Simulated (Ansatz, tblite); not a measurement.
**The cluster Si7O6+: one state, many levels**

The task here is to estimate one member of a computed series from the others.

Program: Ansatz 0.2.0, Gaussian basis. Level of theory: as each input shows. These are calculated values, not measurements.

Plan: GFN1-xTB, GFN2-xTB, PBE-D4/def2-SVP, r2SCAN-D4/def2-SVP, LDA/def2-SVP, B97M-V/def2-SVP, HF/STO-3G, HF/6-31G, B3LYP-D4/6-31G, MP2/def2-SVP, RPA/def2-SVP.

8 further runs of the same task are left out: 3 that didn't finish, 5 set aside as unsound or not needed. Runs told in other sessions of the task aren't counted.

## The relaxed structure

The geometry is that of the doublet, from an earlier relaxation (r2SCAN-D4/def2-SVP). At that level it is the lowest of the isomers that a small search found.

13 atoms, charge 1, spin multiplicity 2.

Bond lengths: Si1–O8 1.690 Å, Si1–O13 1.733 Å, Si2–O8 1.684 Å, Si2–O10 1.737 Å, Si3–Si4 2.512 Å, Si3–Si6 2.569 Å, Si3–Si7 2.444 Å, Si3–O10 1.636 Å, Si4–O9 1.657 Å, Si4–O11 1.743 Å, Si5–O9 1.703 Å, Si5–O12 1.702 Å, Si6–Si7 2.398 Å, Si6–O11 1.645 Å, Si6–O13 1.625 Å, Si7–O12 1.674 Å. Angles: O8–Si1–O13 97.2°, O8–Si2–O10 97.1°, Si4–Si3–Si6 69.9°, Si4–Si3–Si7 97.4°, Si4–Si3–O10 126.2°, Si6–Si3–Si7 57.1°, Si6–Si3–O10 112.0°, Si7–Si3–O10 130.1°, Si3–Si4–O9 107.3°, Si3–Si4–O11 85.2°, O9–Si4–O11 104.9°, O9–Si5–O12 96.5°, Si3–Si6–Si7 58.8°, Si3–Si6–O11 85.3°, Si3–Si6–O13 123.5°, Si7–Si6–O11 112.4°, Si7–Si6–O13 131.4°, O11–Si6–O13 116.2° and more.

Coordinates:

| atom | x (Å) | y (Å) | z (Å) |
| --- | --- | --- | --- |
| Si1 | -3.1271 | -1.5227 | -0.9202 |
| Si2 | -3.2025 | 1.1101 | 1.1697 |
| Si3 | -0.0360 | 1.1781 | 0.6959 |
| Si4 | 1.5275 | -0.5980 | 1.5390 |
| Si5 | 3.8012 | 0.5323 | -0.3084 |
| Si6 | -0.0781 | -0.8519 | -0.8781 |
| Si7 | 0.7926 | 1.2616 | -1.6023 |
| O8 | -3.0241 | -0.1897 | 0.1132 |
| O9 | 3.0546 | -0.1883 | 1.0421 |
| O10 | -1.5196 | 1.5206 | 1.2934 |
| O11 | 0.8824 | -1.5732 | 0.2459 |
| O12 | 2.3657 | 0.9701 | -1.1116 |
| O13 | -1.4366 | -1.6490 | -1.2785 |

The ion is computed in the gas phase, without counter-ions or solvent.

PBE0-D4/def2-SVP was run before; its log isn't repeated, and its numbers join the tables.

Set-up of the first run:

Tight binding, by tblite at 300 K electronic temperature and without a spin-polarisation term:

```python
tblite.interface.Calculator('GFN1-xTB', numbers, positions, charge=1, uhf=1).singlepoint()
```

Tight binding, by tblite at 300 K electronic temperature and without a spin-polarisation term:

```python
tblite.interface.Calculator('GFN2-xTB', numbers, positions, charge=1, uhf=1).singlepoint()
```

start.molden holds the orbitals of an earlier run on this state, given as this run's starting guess.

in.yaml

```yaml
crystal:
  periodic: [false, false, false]
  atoms:
    - {symbol: Si, position_ang: [-3.127117, -1.522680, -0.920234]}
    - {symbol: Si, position_ang: [-3.202466, 1.110122, 1.169677]}
    - {symbol: Si, position_ang: [-0.035951, 1.178117, 0.695881]}
    - {symbol: Si, position_ang: [1.527525, -0.597999, 1.539046]}
    - {symbol: Si, position_ang: [3.801164, 0.532313, -0.308444]}
    - {symbol: Si, position_ang: [-0.078066, -0.851862, -0.878083]}
    - {symbol: Si, position_ang: [0.792572, 1.261606, -1.602332]}
    - {symbol: O, position_ang: [-3.024102, -0.189700, 0.113197]}
    - {symbol: O, position_ang: [3.054595, -0.188318, 1.042088]}
    - {symbol: O, position_ang: [-1.519592, 1.520572, 1.293394]}
    - {symbol: O, position_ang: [0.882355, -1.573230, 0.245893]}
    - {symbol: O, position_ang: [2.365723, 0.970087, -1.111550]}
    - {symbol: O, position_ang: [-1.436649, -1.649037, -1.278544]}
basis:
  gaussian: {orbitals: def2-SVP, initial_orbitals: start.molden}
total_charge: 1
magnetization: {spin_polarized: true, initial_magnetization: 1}
hamiltonian: {xc: pbe, dispersion: d4}
scf: {omitted_lower_state_checks: [starts]}
output: {orbitals: {seedname: orbitals}}
```

On the command line:

```sh
$ ansatz run in.yaml --threads 4 --pin off --events-out ev --progress --plain --max-ram 6963MiB
```

Among the steps run: PBE-D4/def2-SVP; r2SCAN-D4/def2-SVP; LDA/def2-SVP; B97M-V/def2-SVP; HF/STO-3G; HF/6-31G; B3LYP-D4/6-31G; MP2/def2-SVP; RPA/def2-SVP.

One of the session's tables, all rows but one given; the rest of the session is left out.

| level | HOMO (eV) | LUMO (eV) | gap (eV) |
| --- | --- | --- | --- |
| HF/STO-3G | -8.10 | -0.77 | 7.33 |
| HF/6-31G | -12.08 | -5.41 | 6.67 |
| LDA/def2-SVP | -8.96 | -8.50 | 0.47 |
| PBE-D4/def2-SVP | -8.92 | -8.34 | 0.58 |
| r2SCAN-D4/def2-SVP | -9.28 | -8.45 | 0.83 |
| B97M-V/def2-SVP | ? | ? | ? |
| B3LYP-D4/6-31G | -9.73 | -8.17 | 1.56 |
| PBE0-D4/def2-SVP | -9.93 | -7.83 | 2.09 |

Q: Estimate the row for B97M-V/def2-SVP from the others.

The run gave: HOMO (eV): -9.08; LUMO (eV): -8.41; gap (eV): 0.67. In the column «HOMO (eV)» it lies between r2SCAN-D4/def2-SVP (-9.28) and LDA/def2-SVP (-8.96).
